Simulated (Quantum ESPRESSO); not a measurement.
GaF in Quantum ESPRESSO: the effect of target pressure

GaF:

```xyz
2
Lattice="0.0000 2.8462 2.8462 2.8462 0.0000 2.8462 2.8462 2.8462 0.0000" Properties=species:S:1:pos:R:3 pbc="T T T"
Ga    1.4231    1.4231    1.4231
F     0.0000    0.0000    0.0000
```

The cell was built by a generator and needn't be a form met in nature.

Alike in all runs:

* Program: Quantum ESPRESSO 7.5
* Task: phonons
* Functional: LDA
* Potentials or basis: GBRV 1.5 LDA
* Cutoff: 762 eV
* Density cutoff: 6095 eV
* k mesh: 4 × 4 × 4, shifted
* Occupations: fermi-dirac, width 0.05 eV
* Spin: no spin polarisation

Each run relaxes the cell or the atoms first.

Problem. One run gave: relaxed volume 20.03 Å³/atom; dielectric constant 4.84 mean; highest phonon frequency 92 cm⁻¹. Which target pressure did it use?
A. 10 GPa
B. 50 GPa
C. 0 GPa
D. 25 GPa
E. 80 GPa

Solution. C.

```csv
target pressure,relaxed volume (Å³/atom),dielectric constant (mean),highest phonon frequency (cm⁻¹)
0 GPa,20.03,4.84,92
10 GPa,16.60,7.06,164
25 GPa,14.13,11.36,229
50 GPa,11.90,21.82,314
80 GPa,10.43,25.55,399
```

Caveats: the volume moved by over 15 % at a fixed basis, so the end points are rough (some runs); the cell is more than 3 GPa from zero pressure, which shifts response properties (some runs).
